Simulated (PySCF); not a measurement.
# C₁₃H₆S₆: electronic excitations, NMR shifts

Aim: compute the electronic excitations, NMR shifts of C₁₃H₆S₆ (`CSc1csc2c1sc1c2sc2c3sccc3sc21`).

Programs: PySCF 2.14.0, with routines of our own; each step states its level. All values are computed. Atoms count from 0.

### 1 The system as given

25 atoms, charge 0, multiplicity 1; geometry from: GFN2-xTB.

### 2 Electronic excitations: TDA PBE0/def2-SVP

Job settings and geometry (Å):

```
{"job": {"kind": "uv", "basis": "def2-SVP", "grid": 1, "kgrid": 1, "vcut": 2.5, "nstates": 5, "ntriplets": 2, "tda": true, "delta": ["ip_vertical"], "pop": false, "xc": "PBE0", "scf": {"conv": 0.1, "max_cycle": 58}}, "charge": 0, "multiplicity": 1}
C      1.712699    -2.099356     4.250139
S      3.143283    -1.008258     3.986449
C      3.050981    -0.722731     2.250661
C      4.173725    -0.710438     1.475935
S      3.883574    -0.290401    -0.175085
C      2.196611    -0.138093     0.153404
C      1.902691    -0.393986     1.490215
S      0.205988    -0.212657     1.842977
C     -0.097673     0.211183     0.188273
C      1.057674     0.208332    -0.591242
S      0.760668     0.631412    -2.249739
C     -0.931406     0.804785    -1.891976
C     -2.075268     1.133931    -2.636600
S     -2.425392     1.529605    -4.278498
C     -4.108788     1.674358    -3.896867
C     -4.397049     1.437380    -2.591082
C     -3.233011     1.126949    -1.861947
S     -2.930832     0.717850    -0.197940
C     -1.237861     0.551401    -0.554501
H      0.793550    -1.588676     3.980140
H      1.709534    -2.330658     5.310395
H      1.840991    -3.007179     3.668170
H      5.174552    -0.912334     1.799967
H     -4.791681     1.925719    -4.683922
H     -5.384120     1.476351    -2.169130
```

Level: TDA PBE0/def2-SVP, vertical, gas phase, core orbitals frozen in the response, virtual orbitals cut by energy.

Run with:

```
> OMP_NUM_THREADS=1 python large_run.py task.json out
```

The driver reads the jobs from task.json and runs them one after another.

The log of the run:

```text
final grid: 112146 points
cycle   1  E = -2885.5898663356  dE =  4.412e+00  |g| = 3.512e-01  |ddm| = 7.266e+00
cycle   2  E = -2885.5909548198  dE = -1.088e-03  |g| = 3.577e-01  |ddm| = 1.091e+00
cycle   3  E = -2885.6228509259  dE = -3.190e-02  |g| = 1.126e-01  |ddm| = 6.197e-01
converged SCF energy = -2885.6228509259
Vertical ionisation energy (delta-SCF) = 6.8754 eV   <S^2> = 0.771

Static polarisability (au): isotropic 252.401, principal 104.282 239.005 413.917

Singlet excitations
state   eV       nm        f      main configurations
  1   3.7858    327.5   0.71948   H->L 0.86
  2   4.0385    307.0   0.48847   H-1->L 0.81, H->L 0.09
  3   4.2384    292.5   0.10119   H-2->L 0.87
  4   4.7346    261.9   0.00134   H-3->L 0.81, H->L+1 0.11
  5   4.8150    257.5   0.03231   H->L+1 0.67, H-4->L 0.16, H-3->L 0.10

Triplet excitations (Tamm-Dancoff, eV): 2.5073 3.2331
```

Wall time 3.7 min (1 thread of Arm Neoverse N1, shared host); peak memory 0.62 GiB.

It converged, yet the result is unsound: the SCF threshold of 0.1 Eh is far too loose.

### 3 NMR shifts: GIAO KT3/pcSseg-1

Settings changed since step 2:

```diff
@@ -1,2 +1,2 @@
-{"job": {"kind": "uv", "basis": "def2-SVP", "grid": 1, "kgrid": 1, "vcut": 2.5, "nstates": 5, "ntriplets": 2, "tda": true, "delta": ["ip_vertical"], "pop": false, "xc": "PBE0", "scf": {"conv": 0.1, "max_cycle": 58}}, "charge": 0, "multiplicity": 1}
+{"job": {"kind": "nmr", "basis": "pcSseg-1", "pop": false, "xc": "KT3"}, "charge": 0, "multiplicity": 1}
 C      1.712699    -2.099356     4.250139
```

With the program's defaults for keys left out, this is: GIAO KT3/pcSseg-1 NMR shielding, non-relativistic, gas phase.

The log of the run:

```text
start: PBE on a coarse grid of 26501 points
cycle   1  E = -2886.0643587965  dE =  3.799e+00  |g| = 7.059e-01  |ddm| = 6.954e+00
cycle   2  E = -2885.7182932774  dE =  3.461e-01  |g| = 1.320e+00  |ddm| = 2.525e+00
cycle   3  E = -2886.1759253178  dE = -4.576e-01  |g| = 2.336e-01  |ddm| = 2.031e+00
cycle   4  E = -2886.1878982898  dE = -1.197e-02  |g| = 1.156e-01  |ddm| = 4.520e-01
cycle   5  E = -2886.1913316902  dE = -3.433e-03  |g| = 3.993e-02  |ddm| = 1.847e-01
cycle   6  E = -2886.1917113098  dE = -3.796e-04  |g| = 1.734e-02  |ddm| = 6.672e-02
cycle   7  E = -2886.1917816670  dE = -7.036e-05  |g| = 7.067e-03  |ddm| = 2.864e-02
final grid: 228341 points
cycle   8  E = -2913.2629262559  dE = -6.033e-02  |g| = 3.081e-01  |ddm| = 8.738e-01
cycle   9  E = -2913.2580824194  dE =  4.844e-03  |g| = 2.396e-01  |ddm| = 4.207e-01
cycle  10  E = -2913.2604832255  dE = -2.401e-03  |g| = 1.736e-01  |ddm| = 4.645e-01
cycle  11  E = -2913.2687596280  dE = -8.276e-03  |g| = 4.005e-02  |ddm| = 2.794e-01
cycle  12  E = -2913.2692350661  dE = -4.754e-04  |g| = 1.070e-02  |ddm| = 6.518e-02
cycle  13  E = -2913.2692665042  dE = -3.144e-05  |g| = 2.200e-03  |ddm| = 1.987e-02
cycle  14  E = -2913.2692676148  dE = -1.111e-06  |g| = 1.427e-03  |ddm| = 4.798e-03
cycle  15  E = -2913.2692703201  dE = -2.705e-06  |g| = 5.180e-04  |ddm| = 2.491e-03
cycle  16  E = -2913.2692670447  dE =  3.275e-06  |g| = 1.044e-04  |ddm| = 7.799e-04
cycle  17  E = -2913.2692685188  dE = -1.474e-06  |g| = 6.139e-05  |ddm| = 2.278e-04
converged SCF energy = -2913.2692685188

GIAO shielding tensors (ppm)
atom      isotropic    diamagn.    paramagn.     s11        s22        s33       span
  0 C      162.872     249.411     -86.539    147.956    160.173    180.486     32.530
  1 S      506.265    1054.829    -548.564    330.144    468.620    720.032    389.888
  2 C       61.778     256.845    -195.067      2.593     54.025    128.715    126.123
  3 C       69.435     263.111    -193.675      0.341     86.056    121.909    121.568
  4 S      348.908    1059.458    -710.550    209.934    370.257    466.534    256.600
  5 C       57.567     260.850    -203.283     16.394     41.288    115.020     98.626
  6 C       51.869     265.483    -213.614     10.078     51.670     93.859     83.782
  7 S      373.469    1061.026    -687.557    233.292    418.081    469.036    235.743
  8 C       57.127     258.940    -201.814     19.483     50.768    101.128     81.645
  9 C       59.264     260.071    -200.807     20.368     53.643    103.781     83.413
 10 S      374.047    1059.303    -685.256    218.495    425.522    478.124    259.629
 11 C       58.378     261.748    -203.370     19.101     53.897    102.137     83.036
 12 C       58.163     259.145    -200.982     17.005     41.485    116.000     98.995
 13 S      350.410    1059.734    -709.324    215.171    373.185    462.875    247.705
 14 C       65.327     269.541    -204.214     -7.030     73.639    129.371    136.401
 15 C       70.933     244.110    -173.177      1.655     58.474    152.670    151.016
 16 C       50.667     263.497    -212.830     10.662     46.471     94.867     84.204
 17 S      371.075    1059.995    -688.920    214.154    424.005    475.067    260.913
 18 C       56.553     257.911    -201.358     19.060     50.668     99.933     80.873
 19 H       28.173      33.254      -5.081     20.003     30.136     34.379     14.377
 20 H       29.738      25.313       4.425     24.610     26.622     37.981     13.371
 21 H       29.251      29.563      -0.313     25.751     26.669     35.332      9.581
 22 H       25.021      32.316      -7.296     20.076     26.656     28.330      8.255
 23 H       24.827      29.055      -4.228     20.866     24.901     28.715      7.849
 24 H       24.608      29.916      -5.308     20.186     26.175     27.463      7.276
```

Wall time 75 s (1 thread of Arm Neoverse N1, shared host); peak memory 0.57 GiB.

Shifts follow as δ = σ(reference) − σ, with reference shieldings (ppm) from runs at the same level and on the same kind of geometry: ¹H TMS 31.76, ¹³C TMS 184.7. The references are single molecules in the gas phase. Atoms listed in one row are averaged.

```tsv
atoms	environment	σ (ppm)	δ (ppm)
C16	ring-fusion aromatic carbon	50.7	134.1
C6	ring-fusion aromatic carbon	51.9	132.9
C18	ring-fusion aromatic carbon	56.6	128.2
C8	ring-fusion aromatic carbon	57.1	127.6
C5	ring-fusion aromatic carbon	57.6	127.2
C12	ring-fusion aromatic carbon	58.2	126.6
C11	ring-fusion aromatic carbon	58.4	126.3
C9	ring-fusion aromatic carbon	59.3	125.5
C2	aromatic carbon bearing sulfur	61.8	122.9
C14	aromatic CH next to the ring sulfur	65.3	119.4
C3	aromatic CH next to the ring sulfur	69.4	115.3
C15	aromatic CH	70.9	113.8
C0	methyl carbon bonded to S	162.9	21.9
H24	hydrogen on an aromatic CH	24.61	7.15
H23	hydrogen on an aromatic CH next to the ring sulfur	24.83	6.93
H22	hydrogen on an aromatic CH next to the ring sulfur	25.02	6.74
H19, H20, H21	hydrogen on a methyl carbon bonded to S	29.05	2.71
S4	aromatic ring sulfur	349	–
S13	aromatic ring sulfur	350	–
S17	aromatic ring sulfur	371	–
S7	aromatic ring sulfur	373	–
S10	aromatic ring sulfur	374	–
S1	sulfide sulfur	506	–
```

Ring of atoms C2, C3, S4, C5, C6: NICS(0) -10.9, NICS(1) -8.8, NICS(1)zz -18.1 ppm (means of both faces).

Ring of atoms C5, C6, S7, C8, C9: NICS(0) -9.9, NICS(1) -7.9, NICS(1)zz -14.7 ppm (means of both faces).

Ring of atoms C8, C9, S10, C11, C18: NICS(0) -9.7, NICS(1) -7.6, NICS(1)zz -13.9 ppm (means of both faces).

### 4 NMR shifts: GIAO KT3/def2-SVPD

Settings changed since step 3:

```diff
@@ -1,2 +1,2 @@
-{"job": {"kind": "nmr", "basis": "pcSseg-1", "pop": false, "xc": "KT3"}, "charge": 0, "multiplicity": 1}
+{"job": {"kind": "nmr", "basis": "def2-SVPD", "pop": false, "xc": "KT3"}, "charge": 0, "multiplicity": 1}
 C      1.712699    -2.099356     4.250139
```

Method: GIAO KT3/def2-SVPD NMR shielding, non-relativistic, gas phase.

The log of the run:

```text
nearly dependent basis: matrix products in double precision
start: PBE on a coarse grid of 26501 points
cycle   1  E = -2884.9505647407  dE =  3.652e+00  |g| = 6.876e-01  |ddm| = 2.526e+01
cycle   2  E = -2884.5526158378  dE =  3.979e-01  |g| = 1.366e+00  |ddm| = 8.641e+00
cycle   3  E = -2885.0627875647  dE = -5.102e-01  |g| = 2.298e-01  |ddm| = 6.610e+00
cycle   4  E = -2885.0742608967  dE = -1.147e-02  |g| = 1.226e-01  |ddm| = 1.061e+00
cycle   5  E = -2885.0781753227  dE = -3.914e-03  |g| = 4.402e-02  |ddm| = 4.426e-01
cycle   6  E = -2885.0786548508  dE = -4.795e-04  |g| = 2.035e-02  |ddm| = 1.585e-01
cycle   7  E = -2885.0787581432  dE = -1.033e-04  |g| = 7.566e-03  |ddm| = 8.306e-02
final grid: 228341 points
cycle   8  E = -2912.3643182490  dE = -5.765e-02  |g| = 1.460e-01  |ddm| = 5.527e+00
cycle   9  E = -2912.3584579457  dE =  5.860e-03  |g| = 1.891e-01  |ddm| = 1.107e+00
cycle  10  E = -2912.3657764287  dE = -7.318e-03  |g| = 9.223e-02  |ddm| = 9.204e-01
cycle  11  E = -2912.3680235808  dE = -2.247e-03  |g| = 3.144e-02  |ddm| = 5.401e-01
cycle  12  E = -2912.3683173959  dE = -2.938e-04  |g| = 9.410e-03  |ddm| = 1.214e-01
cycle  13  E = -2912.3683430204  dE = -2.562e-05  |g| = 2.006e-03  |ddm| = 6.669e-02
cycle  14  E = -2912.3683439869  dE = -9.665e-07  |g| = 9.407e-04  |ddm| = 9.141e-03
cycle  15  E = -2912.3683442210  dE = -2.341e-07  |g| = 3.472e-04  |ddm| = 4.181e-03
cycle  16  E = -2912.3683442547  dE = -3.373e-08  |g| = 8.239e-05  |ddm| = 1.357e-03
converged SCF energy = -2912.3683442547

GIAO shielding tensors (ppm)
atom      isotropic    diamagn.    paramagn.     s11        s22        s33       span
  0 C      170.988     236.608     -65.620    156.604    168.817    187.542     30.938
  1 S      563.115    1054.227    -491.112    407.087    525.148    757.110    350.022
  2 C       74.744     251.524    -176.780     20.081     63.985    140.167    120.087
  3 C       81.621     279.586    -197.966     18.879     94.736    131.246    112.368
  4 S      415.625    1061.970    -646.345    301.082    430.380    515.414    214.332
  5 C       68.607     252.995    -184.388     30.417     49.809    125.596     95.179
  6 C       62.615     271.326    -208.711     26.602     56.846    104.398     77.796
  7 S      440.242    1072.142    -631.900    333.346    471.172    516.207    182.861
  8 C       67.620     268.536    -200.916     33.585     57.174    112.101     78.516
  9 C       70.096     261.905    -191.809     36.075     60.242    113.971     77.895
 10 S      446.425    1064.597    -618.172    325.801    483.094    530.379    204.578
 11 C       69.251     265.858    -196.608     34.589     60.646    112.517     77.928
 12 C       69.107     243.977    -174.869     30.650     49.456    127.216     96.566
 13 S      417.091    1057.378    -640.288    306.549    435.195    509.529    202.980
 14 C       78.680     251.879    -173.199     12.101     84.229    139.711    127.610
 15 C       85.861     244.345    -158.484     21.094     73.507    162.981    141.887
 16 C       60.963     291.394    -230.431     26.452     51.813    104.625     78.173
 17 S      439.469    1069.649    -630.180    316.482    481.423    520.501    204.020
 18 C       67.852     263.353    -195.501     33.984     58.432    111.140     77.157
 19 H       28.152      42.080     -13.928     19.911     29.902     34.644     14.733
 20 H       29.805      18.551      11.254     24.731     27.119     37.565     12.834
 21 H       29.353      27.772       1.581     25.633     26.937     35.488      9.854
 22 H       25.153      25.994      -0.841     20.308     27.397     27.753      7.445
 23 H       24.969      23.407       1.562     21.055     25.687     28.165      7.110
 24 H       24.811      21.789       3.022     20.555     26.667     27.212      6.656
```

Run time: 2.8 min. Hardware: 1 thread of Arm Neoverse N1, shared host; peak memory 0.77 GiB.

### 5 Outcome

```
                                                             quantity                                                                                         value
                                ¹³C shifts against TMS (KT3/pcSseg-1)  134.1, 132.9, 128.2, 127.6, 127.2, 126.6, 126.3, 125.5, 122.9, 119.4, 115.3, 113.8, 21.9 ppm
¹H shifts against TMS (KT3/pcSseg-1, means over atoms taken as alike)                                                                    7.15, 6.93, 6.74, 2.71 ppm
                                       shieldings of S (KT3/pcSseg-1)                             S4 348.9, S13 350.4, S17 371.1, S7 373.5, S10 374.0, S1 506.3 ppm
                                                                 runs                                                            0 failed, 1 ended on unsound input
```

At KT3/pcSseg-1: The largest span, 390 ppm, is at S1, where the paramagnetic term is -549 ppm. NICS(1)zz of -18 ppm above the planar ring from C2 marks a diatropic (aromatic) ring current.
